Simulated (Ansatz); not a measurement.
# RuSe (zincblende): a single-point run

Aim: a sound single-point run of RuSe (zincblende). The structure is shown as the input types it.

Program: Ansatz 0.2.0. Level of theory: DFT r2SCAN, scalar-relativistic, plane waves, PAW. These are calculated values, not measurements.

1 further run of the same task is left out (set aside as unsound or not needed). Runs told in other sessions of the task aren't counted.

### 1 The system as given

The structure is cubic, space group F-43m (No. 216). The conventional cell has a = 5.465 Å, b = 5.465 Å, c = 5.465 Å, α = 90.00°, β = 90.00°, γ = 90.00°. Around Ru (site symmetry -43m) lie 4 Se at 2.37 Å. Se (site symmetry -43m) is surrounded by 4 Ru at 2.37 Å.

The input asks for a charge of +10 e on the cell.

Coordinates:

```cif
data_structure
_symmetry_space_group_name_H-M 'F-43m'
_symmetry_Int_Tables_number 216
_cell_length_a 5.4648
_cell_length_b 5.4648
_cell_length_c 5.4648
_cell_angle_alpha 90.000
_cell_angle_beta 90.000
_cell_angle_gamma 90.000
_cell_volume 163.21
loop_
_atom_site_label
_atom_site_type_symbol
_atom_site_symmetry_multiplicity
_atom_site_Wyckoff_symbol
_atom_site_fract_x
_atom_site_fract_y
_atom_site_fract_z
_atom_site_occupancy
Ru1 Ru 4 a 0.00000 0.00000 0.00000 1
Se1 Se 4 d 0.25000 0.25000 0.75000 1
```

### 2 Input and run

File input.yaml:

```yaml
crystal:
  lattice:
    - [0.0, 2.7324236492, 2.7324236492]
    - [2.7324236492, 0.0, 2.7324236492]
    - [2.7324236492, 2.7324236492, 0.0]
  atoms:
    - { symbol: Ru, position: [0.0, 0.0, 0.0] }
    - { symbol: Se, position: [0.25, 0.25, 0.25] }
basis:
  ecutwfc: 500
  ecutrho_ratio: 4
kpoints:
  mp_grid: { grid: [10, 10, 10] }
hamiltonian:
  xc: r2scan
scf:
  occupations: { method: gaussian, width: 0.05 }
  max_iter: 60
output:
  forces: true
  stress: true
total_charge: 10
```

On the command line:

```
$ ansatz run input.yaml --threads 2 --pin off --max-ram 2662MiB --backend cpu --events-out ev --progress --plain --runs-dir out
```

**Question.** How will this run end, and is anything wrong with its input?

This run ends as converged. That alone doesn't make the input a sound one.

The suspect setting: total_charge is 10. The net charge is not the one intended, so the run treats another number of electrons.

To check: delete total_charge (the default then holds).
